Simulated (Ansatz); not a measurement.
# C3H9AlS: the cost of one run

Computed with Ansatz 0.2.0, Gaussian basis. Level: the settings change from run to run.

### Step 1. The relaxed structure

An earlier PBE0-D4 in a triple-zeta def2 set relaxation fixed the geometry.

14 atoms, charge 0, spin multiplicity 1.

Atoms are counted from 1 here; the program's logs count them from 0.

Bond lengths: C1–C2 1.514 Å, C1–H6 1.092 Å, C1–H7 1.092 Å, C1–H8 1.092 Å, C2–S3 1.813 Å, C2–H9 1.093 Å, C2–H10 1.092 Å, S3–C4 1.846 Å, S3–Al5 2.418 Å, C4–Al5 1.964 Å, C4–H11 1.088 Å, C4–H12 1.089 Å, Al5–H13 1.585 Å, Al5–H14 1.589 Å. Angles: C2–C1–H6 111.0°, C2–C1–H7 109.9°, C2–C1–H8 111.5°, H6–C1–H7 108.2°, H6–C1–H8 108.3°, H7–C1–H8 107.9°, C1–C2–S3 110.5°, C1–C2–H9 111.6°, C1–C2–H10 111.2°, S3–C2–H9 106.9°, S3–C2–H10 107.9°, H9–C2–H10 108.5°, C2–S3–C4 100.8°, C2–S3–Al5 100.4°, C4–S3–Al5 52.8°, S3–C4–Al5 78.7°, S3–C4–H11 109.2°, S3–C4–H12 107.3° and more.

### Step 2. B2GP-PLYP/def2-TZVPP

Options: a grid of angular degree 23, the search for lower states set to light.

The input, in.yaml:

```yaml
crystal:
  periodic: [false, false, false]
  atoms:
    - {symbol: C, position_ang: [-2.007807, 0.457212, -0.759842]}
    - {symbol: C, position_ang: [-0.784250, -0.420867, -0.608849]}
    - {symbol: S, position_ang: [0.727126, 0.577400, -0.685664]}
    - {symbol: C, position_ang: [1.954302, -0.598965, 0.033322]}
    - {symbol: Al, position_ang: [1.454240, 0.448681, 1.616909]}
    - {symbol: H, position_ang: [-2.079282, 1.172230, 0.061850]}
    - {symbol: H, position_ang: [-2.909664, -0.158786, -0.754233]}
    - {symbol: H, position_ang: [-1.987195, 1.014642, -1.698620]}
    - {symbol: H, position_ang: [-0.718611, -1.160048, -1.410724]}
    - {symbol: H, position_ang: [-0.790917, -0.946685, 0.348553]}
    - {symbol: H, position_ang: [1.629780, -1.618801, -0.164378]}
    - {symbol: H, position_ang: [2.908775, -0.409035, -0.455357]}
    - {symbol: H, position_ang: [2.385656, 1.659555, 2.039809]}
    - {symbol: H, position_ang: [0.205046, -0.045831, 2.466122]}
basis:
  gaussian: {orbitals: def2-TZVPP, final_grid: {core_spheres: 8, valence_spheres: 7, degree: 23}}
hamiltonian: {xc: {name: B2GP-PLYP}}
scf: {lower_state_search: light}
```

The run is started by

```
$ ansatz run in.yaml --threads 4 --pin off --events-out ev --progress --plain --max-ram 10444MiB
```

**Question.** How long does this run take on 4 threads of Intel Xeon Platinum 8488C, shared host, and how much memory does it need?

About 3.8 s, with a peak of 0.94 GiB.
